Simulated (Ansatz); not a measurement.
# CH2BNSe (SMILES NB=C=[Se]): functionals against CCSD(T) at one geometry

One table from this session's results is given with a row withheld; the runs are named, their logs left out.

Method: single points in def2-TZVPP; program: Ansatz 0.2.0, Gaussian basis.

Cores are frozen in the correlated methods. Filled d shells of the heavier atoms are correlated.

## Where the work starts

SMILES `NB=C=[Se]`, 6 atoms, charge 0, spin multiplicity 1.

Atoms are counted from 1 here; the program's logs count them from 0.

Bond lengths: N1–B2 1.272 Å, N1–H5 1.035 Å, N1–H6 1.020 Å, B2–C3 1.385 Å, C3–Se4 1.684 Å. Angles: B2–N1–H5 128.5°, B2–N1–H6 123.7°, H5–N1–H6 106.1°, N1–B2–C3 174.0°, B2–C3–Se4 179.3°.

Geometry (Å):

| atom | x (Å) | y (Å) | z (Å) |
| --- | --- | --- | --- |
| N1 | -0.2315 | 1.1191 | 0.1477 |
| B2 | 0.0683 | -0.1033 | -0.0350 |
| C3 | 0.2767 | -1.4670 | -0.1562 |
| Se4 | 0.5098 | -3.1281 | -0.3052 |
| H5 | 0.2150 | 1.8038 | 0.7830 |
| H6 | -0.8009 | 1.6646 | -0.5000 |

Set-up of the first run:

run/in.yaml

```yaml
crystal:
  periodic: [false, false, false]
  atoms:
    - {symbol: N, position_ang: [-0.231500, 1.119100, 0.147700]}
    - {symbol: B, position_ang: [0.068300, -0.103300, -0.035000]}
    - {symbol: C, position_ang: [0.276700, -1.467000, -0.156200]}
    - {symbol: Se, position_ang: [0.509800, -3.128100, -0.305200]}
    - {symbol: H, position_ang: [0.215000, 1.803800, 0.783000]}
    - {symbol: H, position_ang: [-0.800900, 1.664600, -0.500000]}
basis:
  gaussian: {orbitals: def2-TZVPP}
correlation: {method: ccsd_t}
output: {forces: true}
```

The command line of these runs was not kept.

Among the steps run: CCSD(T)/def2-TZVPP; PBE0-D4/def2-TZVPP; wB97M-V/def2-TZVPP; r2SCAN-D4/def2-TZVPP; PBE-D4/def2-TZVPP; HSE06-D4/def2-TZVPP; revPBE-D4/def2-TZVPP.

One of the session's tables, all rows but one given; the rest of the session is left out.

| method | RMS force component (eV/Å) | angle to CCSD(T) forces (°) | dipole (D) |
| --- | --- | --- | --- |
| CCSD(T) | 2.284 | reference | 4.28 |
| PBE0-D4 | 2.105 | 4.3 | 4.41 |
| wB97M-V | 2.206 | 4.6 | 4.58 |
| r2SCAN-D4 | 2.081 | 3.5 | 4.39 |
| PBE-D4 | 2.060 | 5.2 | 4.13 |
| HSE06-D4 | 2.099 | 4.2 | 4.40 |
| revPBE-D4 | ? | ? | ? |

Estimate the missing values for revPBE-D4.

As computed: RMS force component (eV/Å): 2.113; angle to CCSD(T) forces (°): 5.2; dipole (D): 4.13. In the column «RMS force component (eV/Å)» it lies between PBE0-D4 (2.105) and wB97M-V (2.206).
